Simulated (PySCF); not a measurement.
# HO2Pr (Pr(O)(OH)+): the cost of one run

Program: PySCF 2.14.0. Level of theory: several levels, as the steps say, no spin–orbit coupling. These are calculated values, not measurements.

1 further run of the same task is left out (for a known fault of the program).

**1. The system as given**

4 atoms, charge 1, spin multiplicity 1.

Bond lengths: Pr1–O2 1.801 Å, Pr1–O3 1.995 Å, Pr1–H4 2.850 Å, O3–H4 0.970 Å. Angles: O2–Pr1–O3 103.6°, O2–Pr1–H4 92.6°, O3–Pr1–H4 11.0°, Pr1–O3–H4 145.9°, Pr1–H4–O3 23.1°.

Coordinates:

```xyz
4
charge 1, multiplicity 1
Pr    0.0051   -0.0254   -0.4976
O     1.1135    0.0163    0.9207
O    -1.8111    0.0291    0.3253
H    -2.3173    0.0685    1.1521
```

Formal oxidation states: Pr +4. Each metal's 1 4f electrons lie in its core potential, so multiplicities, spins and levels count the valence alone. An earlier session relaxed this geometry at PBE0, Pr lcecp-2-SVP with ECP47, O def2-SVP, H def2-SVP (singlet, point group Cs).

At PBE0 on the finer grid: E = -189.873999 Eh, frontier levels not given, since the 4f levels lie in the core, Mulliken charge on Pr1 +1.41 e, largest force component 0.008 eV/Å. 

Levels to run: M06-L; PBE; PBE0, TZVP. Hardware: 2 threads of Arm Neoverse V1, shared host.

**2. M06-L**

Contents of run.py (the lines that set the calculation):

```python
mol = gto.M(atom='''
Pr     0.00508    -0.02542    -0.49759
O      1.11345     0.01631     0.92072
O     -1.81114     0.02910     0.32530
H     -2.31727     0.06851     1.15207''',
    basis={'Pr': 'lcecp-2-SVP', 'O': 'def2-SVP', 'H': 'def2-SVP'},
    ecp={'Pr': 'lcecp-2-SVP'},
    charge=1, spin=0)
mf = dft.RKS(mol, xc='M06L')
mf.grids.atom_grid = (75, 302)  # f atoms: unpruned, at least (60, 302)
mf = mf.density_fit()  # fitting sets: Pr AutoAux, O def2-universal-JKFIT, H def2-universal-JKFIT
mf.conv_tol = 1e-08; mf.max_cycle = 55
mf.kernel(dm0)  # dm0: the density of the relaxed state
```

Launch:

```
$ OMP_NUM_THREADS=2 python run.py
```

**Question.** How long does this run take on 2 threads of Arm Neoverse V1, shared host?

About 3 s.
